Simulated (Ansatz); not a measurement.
# ClCo: the cost of one run

Program: Ansatz 0.2.0, Gaussian basis. Level of theory: def2-TZVPP, all electrons in the functionals, frozen cores in the correlation of double hybrids and RPA. These are calculated values, not measurements.

Plan: PBE, r2SCAN, PBE0, B3LYP, CAM-B3LYP, wB97M-V, B2PLYP, RKS PBE0, RPA-PBE.

1 further run of the same task is left out (for a known fault of the program).

### 1 The geometry

The geometry is a PBE0/def2-TZVP stationary point (not a proven minimum).

2 atoms, charge 0, spin multiplicity 1.

Atoms are counted from 1 here; the program's logs count them from 0.

Bond lengths: Co1–Cl2 2.112 Å.

No dispersion term is added; wB97M-V holds VV10 nonlocal correlation. B3LYP takes the VWN-RPA correlation.

### 2 PBE (unrestricted)

Input file in.yaml:

```yaml
crystal:
  periodic: [false, false, false]
  atoms:
    - {symbol: Co, position_ang: [0.000000, 0.000000, 0.000000]}
    - {symbol: Cl, position_ang: [0.000000, 0.000000, 2.112200]}
basis:
  gaussian: {orbitals: def2-TZVPP}
magnetization: {spin_polarized: true, initial_magnetization: 0}
hamiltonian: {xc: {name: PBE}}
output: {orbitals: {seedname: orbitals}}
```

Started as:

```sh
$ ansatz run in.yaml --threads 1 --pin off --events-out ev --progress --plain --max-ram 4096MiB --backend cpu
```

What time and memory should one allow on 1 thread of AMD EPYC 7R13, shared host?

About 61 s, with a peak of 0.25 GiB.
